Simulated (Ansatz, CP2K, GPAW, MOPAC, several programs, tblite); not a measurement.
**What each method gives for HgC2N2S2 (C2/m)**

HgC2N2S2 (started from an entry of an open crystallographic database), relaxed with r2SCAN+rVV10 in Ansatz, was computed with several methods. Space group C2/m (No. 12), monoclinic; a = 10.731 Å, b = 3.946 Å, c = 6.335 Å, β = 94.0° in the conventional setting, 19.12 Å³ an atom. Hg has 2 S at 2.43 Å and 4 N at 2.68 Å; C has 1 N at 1.17 Å and 1 S at 1.65 Å; S has 1 C at 1.65 Å and 1 Hg at 2.43 Å; N has 1 C at 1.17 Å and 2 Hg at 2.68 Å. Calculated for a static, non-magnetic cell.

```
Hg C S N
1.0
     5.36521   -1.97302    0.06259
     5.36521    1.97302    0.06259
    -0.51044    0.00000    6.31463
Hg C S N
1 2 2 2
Direct
  0.00000 0.00000 0.00000
  0.26473 0.26473 0.22266
  0.73527 0.73527 0.77734
  0.12951 0.12951 0.33095
  0.87049 0.87049 0.66905
  0.36239 0.36239 0.15084
  0.63761 0.63761 0.84916
```

Gaps and times are for a single point on this cell; volume and bulk modulus come from each method's own relaxation or energy curve at fixed shape, which is too stiff where a cell has free coordinates or axes. Times are rough, from shared hosts (Arm Neoverse V2), and each method has its own mesh and cell size. A double dagger marks a value from a curve with shape and coordinates held. PM6 (MOPAC), PM7 (MOPAC), GFN1-xTB (tblite), GFN2-xTB (tblite) treat a cluster of cells at its zone centre, which samples few k points: where these miss a band edge, the gap comes out too large for that reason alone. Gaps from k meshes are read at a limited set of points (mesh, symmetry points, PBE's band edges), so each method's own least gap may be somewhat smaller. xTB and the PM methods were fitted mostly to molecules, and can miss a solid's gap by electronvolts. Minimal bases can be far off for gaps. Curves at held shape can't give the bulk modulus of a layered or molecular crystal, so none is listed. GLLB-SC's gap includes the derivative discontinuity. d marks a direct gap, i an indirect one (no mark: not told apart), a dash a value that wasn't computed or didn't pass its checks.

```json
{"method": "GFN1-xTB (tblite)", "kind": "tight binding", "gap (eV)": "3.75", "own volume (Å³/atom)": "18.63‡", "bulk modulus (GPa)": "–", "atoms computed": "84", "processor time": "2.3 s"}
{"method": "light PBE (260 eV, its own mesh)", "kind": "light plane-wave", "gap (eV)": "2.25 i", "own volume (Å³/atom)": "–", "bulk modulus (GPa)": "–", "atoms computed": "7", "processor time": "3 s"}
{"method": "GFN2-xTB (tblite)", "kind": "tight binding", "gap (eV)": "2.42", "own volume (Å³/atom)": "18.86‡", "bulk modulus (GPa)": "–", "atoms computed": "84", "processor time": "5.4 s"}
{"method": "PM6 (MOPAC)", "kind": "semi-empirical", "gap (eV)": "7.27", "own volume (Å³/atom)": "–", "bulk modulus (GPa)": "–", "atoms computed": "84", "processor time": "10 s"}
{"method": "PM7 (MOPAC)", "kind": "semi-empirical", "gap (eV)": "7.47", "own volume (Å³/atom)": "18.98‡", "bulk modulus (GPa)": "–", "atoms computed": "84", "processor time": "11 s"}
{"method": "PBE/SZV (CP2K)", "kind": "small basis", "gap (eV)": "2.62 i", "own volume (Å³/atom)": "–", "bulk modulus (GPa)": "–", "atoms computed": "7", "processor time": "17 s"}
{"method": "PBE", "kind": "semilocal", "gap (eV)": "2.27 i", "own volume (Å³/atom)": "–", "bulk modulus (GPa)": "–", "atoms computed": "7", "processor time": "20 s"}
{"method": "PBE/DZVP (CP2K)", "kind": "small basis", "gap (eV)": "2.46 i", "own volume (Å³/atom)": "19.98‡", "bulk modulus (GPa)": "–", "atoms computed": "7", "processor time": "35 s"}
{"method": "r2SCAN", "kind": "semilocal", "gap (eV)": "2.60 i", "own volume (Å³/atom)": "–", "bulk modulus (GPa)": "–", "atoms computed": "7", "processor time": "44 s"}
{"method": "GLLB-SC (GPAW)", "kind": "model potential", "gap (eV)": "3.72", "own volume (Å³/atom)": "–", "bulk modulus (GPa)": "–", "atoms computed": "7", "processor time": "99 s"}
```

Against r2SCAN (2.60 eV) the nearest gap at the points sampled is that of PBE/SZV (CP2K) (+0.03 eV) and the farthest that of PM7 (MOPAC) (+4.87 eV). r2SCAN is only a yardstick of convenience: semilocal gaps usually lie below measured ones, which GLLB-SC and hybrids aim to mend.

Spin-orbit coupling is left out; in compounds of Pb, Bi, Tl or Hg it can lower a gap by up to about 1 eV, split its edges or invert the bands.
